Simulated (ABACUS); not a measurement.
# MoSe (P3m1) in ABACUS: reference runs

How does MoSe come out in PBE? The cell is run as given and disturbed.

Everything below comes from runs of ABACUS 3.10.1. Logs are shortened: lines on timing, memory, paths and dates and some standing lists are left out, and cuts for length are marked.

**1. The structure**

The structure is trigonal, space group P3m1 (No. 156). The conventional cell has a = 3.471 Å, b = 3.471 Å, c = 4.373 Å, α = 90.00°, β = 90.00°, γ = 120.00°. Mo (site symmetry 3m) is surrounded by 3 Se at 2.04 Å. Around Se (site symmetry 3m) lie 3 Mo at 2.04 Å.

The cell was built by a generator and needn't be a form met in nature.

**2. Single point, PBE**

INPUT

```
INPUT_PARAMETERS
suffix              MoSe
calculation         scf
basis_type          pw
pseudo_dir          ./
symmetry            1
dft_functional      pbe
ecutwfc             87
pseudo_rcut         7
nspin               1
nbands              19
ks_solver           dav
smearing_method     fd
smearing_sigma      0.00367493
scf_thr             1e-08
scf_nmax            100
mixing_type         broyden
mixing_beta         0.7
cal_force           1
cal_stress          1
kpar                4
```

STRU

```
ATOMIC_SPECIES
Mo 95.9500 Mo.upf
Se 78.9710 Se.upf

LATTICE_CONSTANT
1.8897261246

LATTICE_VECTORS
3.4706685900 0.0000000000 0.0000000000
-1.7353343000 3.0056871700 0.0000000000
0.0000000000 0.0000000000 4.3727953400

ATOMIC_POSITIONS
Direct

Mo
0.0
1
0.6666666700 0.3333333300 0.0254445500 1 1 1

Se
0.0
1
0.3333333300 0.6666666700 0.1184304700 1 1 1
```

KPT

```
K_POINTS
0
Gamma
9 9 6 0 0 0
```

Potentials or basis: PseudoDojo NC SR 0.4.1 PBE standard, plane waves.

Command:

```console
$ OMP_NUM_THREADS=1 mpirun -np 4 abacus > log
```

running log:

```text
ABACUS v3.10.1

               Atomic-orbital Based Ab-initio Computation at UStc

 ------------------------------------------------------------------------------------

 READING GENERAL INFORMATION
                           global_out_dir = OUT.MoSe/
                           global_in_card = INPUT
                               pseudo_dir = ./
                              orbital_dir =
                                    DSIZE = 4
                                    GSIZE = 1

 READING UNITCELL INFORMATION
                                    ntype = 2
                  lattice constant (Bohr) = 1.88973
              lattice constant (Angstrom) = 1

 READING ATOM TYPE 1
                               atom label = Mo
                      L=0, number of zeta = 1
                      L=1, number of zeta = 1
                      L=2, number of zeta = 1
             number of atom for this type = 1

 READING ATOM TYPE 2
                               atom label = Se
                      L=0, number of zeta = 1
                      L=1, number of zeta = 1
                      L=2, number of zeta = 1
             number of atom for this type = 1

                        TOTAL ATOM NUMBER = 2
DIRECT COORDINATES
    atom                   x                   y                   z     mag                  vx                  vy                  vz
taud_Mo1            0.6666666700        0.3333333300        0.0254445500  0.0000        0.0000000000        0.0000000000        0.0000000000
taud_Se1            0.3333333300        0.6666666700        0.1184304700  0.0000        0.0000000000        0.0000000000        0.0000000000

                          Volume (Bohr^3) = 307.831
                             Volume (A^3) = 45.6158

 Lattice vectors: (Cartesian coordinate: in unit of a_0)
             +3.47067                  +0                  +0
             -1.73533            +3.00569                  +0
                   +0                  +0             +4.3728
 Reciprocal vectors: (Cartesian coordinate: in unit of 2 pi/a_0)
            +0.288129           +0.166351                  -0
                   -0           +0.332703                  -0
                   +0                  -0           +0.228687
 The esolver type has been set to : ksdft_pw

                PAO radial cut off (Bohr) = 7

 Read in pseudopotential file is Mo.upf
                     pseudopotential type = NC
          exchange-correlation functional = PBE
                 nonlocal core correction = 1
                        valence electrons = 14
                                     lmax = 2
                           number of zeta = 4
                     number of projectors = 6
                           L of projector = 0
[... 5 lines left out ...]
                PAO radial cut off (Bohr) = 7

 Read in pseudopotential file is Se.upf
                     pseudopotential type = NC
          exchange-correlation functional = PBE
                 nonlocal core correction = 1
                        valence electrons = 16
                                     lmax = 2
                           number of zeta = 3
                     number of projectors = 6
                           L of projector = 0
                           L of projector = 0
                           L of projector = 1
                           L of projector = 1
                           L of projector = 2
                           L of projector = 2
     initial pseudo atomic orbital number = 19

 SETUP THE ELECTRONS NUMBER
            electron number of element Mo = 14
      total electron number of element Mo = 14
            electron number of element Se = 16
      total electron number of element Se = 16
            AUTOSET number of electrons:  = 30
                           occupied bands = 15
                                   NBANDS = 19
                                   NLOCAL = 18

%%%%%%%%%%%%%%%%%%%%%%%%%%%%%%%%%%%%%%%%%%%%%%%%%%%%%%%%%%%%%%%%%%%%%%%%%%%%%%%%%%%%%%%%%%%%%%%%%%%%%%%%%%
 Warning: the number of valence electrons in pseudopotential > 6 for Mo: [Kr] 4d5 5s1
 Warning: the number of valence electrons in pseudopotential > 6 for Se: [Ar] 3d10 4s2 4p4
 Pseudopotentials with additional electrons can yield (more) accurate outcomes, but may be less efficient.
 If you're confident that your chosen pseudopotential is appropriate, you can safely ignore this warning.
%%%%%%%%%%%%%%%%%%%%%%%%%%%%%%%%%%%%%%%%%%%%%%%%%%%%%%%%%%%%%%%%%%%%%%%%%%%%%%%%%%%%%%%%%%%%%%%%%%%%%%%%%%

 SETUP THE PLANE WAVE BASIS
 energy cutoff for charge/potential (unit:Ry) = 348
            fft grid for charge/potential = [ 40, 40, 50 ]
                        fft grid division = [ 1, 1, 1 ]
        big fft grid for charge/potential = [ 40, 40, 50 ]
                                     nbxx = 80000
                                     nrxx = 80000

 SETUP PLANE WAVES FOR CHARGE/POTENTIAL
                    number of plane waves = 33739
                         number of sticks = 1039

 PARALLEL PW FOR CHARGE/POTENTIAL
     PROC   COLUMNS(POT)             PW
[... 64 lines left out ...]
                       right hand lattice = 1
(for reciprocal lattice: )
                             BRAVAIS TYPE = 4
                     BRAVAIS LATTICE NAME = 04. Hexagonal cell
                                    ibrav = 4
                       right hand lattice = 1
(for k-lattice: )
                             BRAVAIS TYPE = 4
                     BRAVAIS LATTICE NAME = 04. Hexagonal cell
                                    ibrav = 4
                       right hand lattice = 1
                        ROTATION MATRICES = 24
                               nkstot_ibz = 62
K-POINTS REDUCTION ACCORDING TO SYMMETRY
     IBZ    DIRECT_X    DIRECT_Y    DIRECT_Z  WEIGHT  ibz2bz
       1  0.00000000  0.00000000  0.00000000  0.0021       0
       2 -0.11111111  0.11111111  0.00000000  0.0123       1
       3 -0.22222222  0.22222222  0.00000000  0.0123       2
       4 -0.33333333  0.33333333  0.00000000  0.0123       3
       5 -0.44444444  0.44444444  0.00000000  0.0123       4
       6 -0.11111111  0.22222222  0.00000000  0.0123      10
[... 22 lines left out ...]
      29  0.44444444  0.33333333  0.16666667  0.0247     102
      30  0.33333333  0.44444444  0.16666667  0.0247     103
[... 32 further k points ...]

                               nkstot now = 62
[... K-POINTS DIRECT COORDINATES: 62 rows ...]

           k-point number in this process = 16
       minimum distributed K point number = 15
[... stars of the k points ...]

[... K-POINTS CARTESIAN COORDINATES: 16 rows ...]

[... K-POINTS DIRECT COORDINATES: 16 rows ...]

 SETUP PLANE WAVES FOR WAVE FUNCTIONS
     energy cutoff for wavefunc (unit:Ry) = 87
              fft grid for wave functions = [ 40, 40, 50 ]
                    number of plane waves = 5511
                         number of sticks = 313

 PARALLEL PW FOR WAVE FUNCTIONS
     PROC   COLUMNS(POT)             PW
        1            313           5511
 --------------- sum -------------------
        1            313           5511

 SETUP NONLOCAL PSEUDOPOTENTIALS IN PLANE WAVE BASIS
 Mo non-local projectors:
 projector 1 L=0
 projector 2 L=0
 projector 3 L=1
 projector 4 L=1
 projector 5 L=2
 projector 6 L=2
 Se non-local projectors:
 projector 1 L=0
 projector 2 L=0
 projector 3 L=1
 projector 4 L=1
 projector 5 L=2
 projector 6 L=2
      TOTAL NUMBER OF NONLOCAL PROJECTORS = 36

 Init Non-Local PseudoPotential table :
 Init Non-Local-Pseudopotential done.

                                     npwx = 4237

 Make real space PAO into reciprocal space.
       max mesh points in Pseudopotential = 701
     dq(describe PAO in reciprocal space) = 0.01
                                    max q = 1124

 number of pseudo atomic orbitals for Mo is 4
WARNING: norm of atomic wavefunction # 3 of atomic type Mo is 0.999021, renormalized
WARNING: norm of atomic wavefunction # 4 of atomic type Mo is 0.988409, renormalized

 number of pseudo atomic orbitals for Se is 3
WARNING: norm of atomic wavefunction # 2 of atomic type Se is 0.999994, renormalized
WARNING: norm of atomic wavefunction # 3 of atomic type Se is 0.99943, renormalized

 -------------------------------------------
 SELF-CONSISTENT
 -------------------------------------------
                                 init_chg = atomic

 PW ALGORITHM --------------- ION=   1  ELEC=   1--------------------------------
 Notice: Threshold on eigenvalues was too large.
 hsover_error=0.3 > DRHO=0.113254
 Origin diag ethr = 0.01
 New diag ethr = 0.000377515

 Density error is 0.110836305581
                          Error Threshold = 0.000377514514866
----------------------------------------------------------
     Energy           Rydberg                 eV
----------------------------------------------------------
 E_KohnSham     -382.5204784308      -5204.4581083455
 E_Harris       -379.2809321767      -5160.3818203553
 E_Fermi        0.8293111391         11.2833569066
----------------------------------------------------------
[... 75 lines left out ...]
 Density error is 4.57360454695e-09
                          Error Threshold = 1.54791189608e-10
----------------------------------------------------------
     Energy           Rydberg                 eV
----------------------------------------------------------
 E_KohnSham     -382.5480196372      -5204.8328256825
 E_KS(sigma->0) -382.5466665706      -5204.8144162664
 E_Harris       -382.5479429554      -5204.8317823726
 E_band         -39.4146996104       -536.2644996596
 E_one_elec     -258.8351366880      -3521.6327015661
 E_Hartree      137.8512830114       1875.5629255652
 E_xc           -69.7070497836       -948.4130678272
 E_Ewald        -191.8544100437      -2610.3131630223
 E_entropy(-TS) -0.0027061333        -0.0368188321
 E_descf        0.0000000000         0.0000000000
 E_exx          0.0000000000         0.0000000000
 E_Fermi        0.8404766014         11.4352708141
----------------------------------------------------------

 charge density convergence is achieved
 final etot is -5204.8328257 eV
 EFERMI = 11.435270814 eV

 STATE ENERGY(eV) AND OCCUPATIONS    NSPIN == 1
 1/16 kpoint (Cartesian) = 0.0000 0.0000 0.0000 (4213 pws)
       1       -48.6828     0.00411523
       2       -37.6344     0.00411523
       3       -37.6344     0.00411523
       4       -37.4928     0.00411523
       5       -37.4846     0.00411523
       6       -37.4846     0.00411523
[... 104 lines left out ...]
       6       -37.4841      0.0246914
[... 11 lines left out ...]
      18        17.0355    5.62101e-51
      19        17.6630    1.99179e-56

[... levels at 10 further k points ...]

------------------------------------------------------------------------------------------
 TOTAL-FORCE (eV/Angstrom)
------------------------------------------------------------------------------------------
                       Mo1         0.0000000000         0.0000000000        -6.1778485047
                       Se1         0.0000000000         0.0000000000         6.1778485047
------------------------------------------------------------------------------------------

----------------------------------------------------------------
 TOTAL-STRESS (KBAR)
----------------------------------------------------------------
      1038.0095933866         0.0000017267         0.0000000000
         0.0000017267      1038.0095913536         0.0000000000
         0.0000000000        -0.0000000000        19.0473852735
----------------------------------------------------------------
 TOTAL-PRESSURE: 698.355523 KBAR

 --------------------------------------------
 !FINAL_ETOT_IS -5204.8328256824515847 eV
 --------------------------------------------
```

It took 20 s on 4 MPI ranks of Intel Xeon Platinum 8488C (Sapphire Rapids), shared host; peak memory 0.44 GiB.

Results:

```yaml
Free_energy: -5204.8328 eV
Pressure: 69.8 GPa
Largest_force: 6.178 eV/Å
Band_gap_on_the_k_mesh: none (metal or under the smearing width)
```

Forces on the atoms (eV/Å):
```
Mo   0.000  0.000 -6.178
Se   0.000  0.000  6.178
```

Stress tensor (GPa, compression positive):
```
103.80   0.00   0.00
  0.00 103.80   0.00
  0.00   0.00   1.90
```

Levels at points of the mesh, in eV from the Fermi level:
```
           k point  band 11  band 12  band 13  band 14  band 15  band 16  band 17  band 18
(0.00, 0.00, 0.00)    -6.35    -6.35    -4.56    -0.74     0.13     0.13     4.56     7.19
(0.00, 0.00, 0.50)    -6.34    -6.34    -5.29     0.01     0.01     0.60     5.19     6.02
```

Caveat: a pressure of tens of GPa on the cell as given is suspect, and the run, the potentials or the cell itself is likely at fault; this functional lacks dispersion, which binds the layers, so the pressure and a relaxed spacing across them are unreliable; forces of over 1 eV/Å show positions far from the minimum, so gaps and moduli don't describe the material at rest.

(Part 1 of 2 ends here.)
